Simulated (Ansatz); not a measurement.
# In4Sb3As: the cost of one run

Method: DFT PBE, scalar-relativistic, plane waves, PAW, in Ansatz 0.2.0.

**1. Starting point**

It takes space group P-4m2 (No. 115, tetragonal). The conventional cell has a = 4.244 Å, b = 4.244 Å, c = 12.003 Å, α = 90.00°, β = 90.00°, γ = 90.00°. Around In (site symmetry 2mm) lie 2 As at 2.60 Å and 2 Sb at 2.60 Å. In (site symmetry 2mm) is surrounded by 4 Sb at 2.60 Å. Sb (site symmetry 2mm) is surrounded by 4 In at 2.60 Å. Sb (site symmetry -4m2) has 4 In at 2.60 Å as nearest neighbours. Around As (site symmetry -4m2) lie 4 In at 2.60 Å.

As a file:

```
CELL_PARAMETERS angstrom
4.24387 0.00000 0.00000
0.00000 4.24387 0.00000
0.00000 0.00000 12.00347
ATOMIC_POSITIONS crystal
In 0.50000 0.00000 0.87500
In 0.00000 0.50000 0.12500
In 0.50000 0.00000 0.37500
In 0.00000 0.50000 0.62500
Sb 0.00000 0.00000 0.25000
Sb 0.50000 0.50000 0.50000
Sb 0.00000 0.00000 0.75000
As 0.50000 0.50000 0.00000
```

The start is an ordering of an alloy on its end members' structure types: elements ordered on the sites of the InSb type, As/Sb on Sb (P-4m2, No. 115).

**2. A first look at the guess**

Contents of input.yaml:

```yaml
crystal:
  lattice:
    - [4.24386868, 0.0, 0.0]
    - [0.0, 4.24386868, 0.0]
    - [0.0, 0.0, 12.00347328]
  atoms:
    - { symbol: In, position: [0.5, 0.0, 0.875] }
    - { symbol: In, position: [0.0, 0.5, 0.125] }
    - { symbol: In, position: [0.5, 0.0, 0.375] }
    - { symbol: In, position: [0.0, 0.5, 0.625] }
    - { symbol: Sb, position: [0.0, 0.0, 0.25] }
    - { symbol: Sb, position: [0.5, 0.5, 0.5] }
    - { symbol: Sb, position: [0.0, 0.0, 0.75] }
    - { symbol: As, position: [0.5, 0.5, 0.0] }
basis:
  ecutwfc: 420
kpoints:
  mp_grid: { grid: [4, 4, 2] }
hamiltonian:
  xc: pbe
scf:
  occupations: { method: gaussian, width: 0.1 }
  lower_state_search: "off"
output:
  forces: true
  stress: true
  eigenvalues: true
```

Started as:

```sh
> ansatz run input.yaml --threads 1 --pin off --max-ram 2560MiB --backend cpu --events-out ev --progress --plain --runs-dir out
```

**Question.** How long does this run take on 1 thread of Arm Neoverse V2, shared host, and how much memory does it need?

About 11 s, with a peak of 0.47 GiB.
